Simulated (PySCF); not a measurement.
# H6N3Tb (Tb(NH2)3): the cost of one run

Method: BP86, Tb lcecp-1-SVP with ECP54, N def2-SVP, H def2-SVP; scalar-relativistic core potentials, no spin–orbit coupling; program: PySCF 2.14.0.

4 further runs of the same task are left out: 2 for a known fault of the program, 2 that didn't finish.

### 1 The starting structure

10 atoms, charge 0, spin multiplicity 1.

Bond lengths: Tb1–N2 2.268 Å, Tb1–N5 2.268 Å, Tb1–N8 2.268 Å, N2–H3 1.018 Å, N2–H4 1.018 Å, N5–H6 1.018 Å, N5–H7 1.018 Å, N8–H9 1.018 Å, N8–H10 1.018 Å. Angles: N2–Tb1–N5 120.0°, N2–Tb1–N8 120.0°, N5–Tb1–N8 120.0°, Tb1–N2–H3 125.4°, Tb1–N2–H4 125.4°, H3–N2–H4 109.2°, Tb1–N5–H6 125.4°, Tb1–N5–H7 125.4°, H6–N5–H7 109.2°, Tb1–N8–H9 125.4°, Tb1–N8–H10 125.4°, H9–N8–H10 109.2°.

Coordinates:

| atom | x (Å) | y (Å) | z (Å) |
| --- | --- | --- | --- |
| Tb1 | 0.0000 | 0.0000 | 0.0000 |
| N2 | 2.2680 | 0.0000 | 0.0000 |
| H3 | 2.8580 | 0.0000 | 0.8300 |
| H4 | 2.8580 | 0.0000 | -0.8300 |
| N5 | -1.1340 | 1.9641 | 0.0000 |
| H6 | -1.4290 | 2.4751 | 0.8300 |
| H7 | -1.4290 | 2.4751 | -0.8300 |
| N8 | -1.1340 | -1.9641 | 0.0000 |
| H9 | -1.4290 | -2.4751 | 0.8300 |
| H10 | -1.4290 | -2.4751 | -0.8300 |

Formal oxidation states: Tb +3. Each metal's 8 4f electrons lie in its core potential, so multiplicities, spins and levels count the valence alone.

### 2 SCF at the start, singlet

Input file run.py (the lines that set the calculation):

```python
mol = gto.M(atom='''
Tb     0.00000     0.00000     0.00000
N      2.26800     0.00000     0.00000
H      2.85800     0.00000     0.83000
H      2.85800     0.00000    -0.83000
N     -1.13400     1.96410     0.00000
H     -1.42900     2.47510     0.83000
H     -1.42900     2.47510    -0.83000
N     -1.13400    -1.96410     0.00000
H     -1.42900    -2.47510     0.83000
H     -1.42900    -2.47510    -0.83000''',
    basis={'Tb': 'lcecp-1-SVP', 'N': 'def2-SVP', 'H': 'def2-SVP'},
    ecp={'Tb': 'lcecp-1-SVP'},
    charge=0, spin=0)
mf = dft.RKS(mol, xc='B88,P86')
mf.grids.atom_grid = (50, 194)  # f atoms: unpruned, at least (60, 302)
mf = mf.density_fit()  # fitting sets: Tb AutoAux, N def2-universal-JKFIT, H def2-universal-JKFIT
mf.conv_tol = 1e-08; mf.max_cycle = 55
mf.kernel(dm0)  # dm0: free metal ions and neutral atoms
```

Command:

```
> OMP_NUM_THREADS=2 python run.py
```

**Question.** How long does this run take on 2 threads of Intel Xeon at 2.50GHz (Skylake/Cascade Lake), shared host, and how much memory does it need?

About 26 s, with a peak of 0.66 GiB.
